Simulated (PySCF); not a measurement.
**TcBr: bond curves at several levels of theory**

The task here is to estimate one member of a computed series from the others.

Program: PySCF 2.14.0. Level of theory: Tc def2-TZVPP with ECP28, Br def2-TZVPP, scalar-relativistic core potentials. These are calculated values, not measurements.

The first run:

Settings of the job:

| Quantity | Value |
| --- | --- |
| atoms | Tc, Br |
| charge | 0 |
| basis | Tc def2-TZVPP with ECP28, Br def2-TZVPP |
| Hamiltonian | scalar-relativistic core potentials |
| basis functions | 104 |
| electrons treated | 50 |
| masses in u | 98.9072, 78.9183 |
| levels | PBE0, PBE, r²SCAN, B97-3, r²SCANh, r²SCAN0, B2PLYP, ωB97X, HF, MP2, SCS-MP2 |
| grid | 80 radial by 434 angular points |
| occupations | held fixed by the projection of orbital angular momentum |
| dissociation limit | Tc + Br, each in its ground configuration |
| starting distance in angstrom | 2.355 |
| values of 2S to try | 0, 2, 4, 6, 8 |

Started as:

```bash
OMP_NUM_THREADS=2 python dia.py task.json out
```

Steps of the session up to this table: Input; PBE0 along the bond; Other states along the same grid; PBE; r²SCAN (meta-GGA); B97-3; r²SCANh; r²SCAN0 (hybrid meta-GGA); B2PLYP; ωB97X; UHF.

One table of the session follows, with a row left open; its other results are not shown here.

It belongs to the step «Constants by level of theory». 

```
      level  Re (Å)  ωe (cm⁻¹)  De (eV)  μ (D)
        UHF       ?          ?        ?      ?
    UHF-MP2   2.487      247.2     3.32    n/a
UHF-SCS-MP2   2.504      242.9     3.02    n/a
        PBE   2.493      237.0     3.70  -1.72
     r²SCAN   2.499      241.8     3.88  -2.33
    r²SCANh   2.500      242.5     3.79  -2.50
       PBE0   2.493      242.8     3.60  -2.32
    r²SCAN0   2.502      243.1     3.68  -2.72
      B97-3   2.524      228.7     2.97  -2.34
      ωB97X   2.496      244.6     2.68  -2.42
     B2PLYP   2.505      240.0     3.09  -2.84
```

Q: Estimate the row for UHF from the others.

The run gave: Re (Å): 2.596; ωe (cm⁻¹): 226.0; De (eV): 2.98; μ (D): -3.83. In the column «Re (Å)» it is the highest.

De is counted to Tc + Br in their ground configurations.

Caveats from the session: The state is the lowest single determinant that the PBE0 search found; with open d or f shells the true ground state can be another one. At some levels the lowest empty orbital lies below the highest filled one (the two can be of opposite spin).
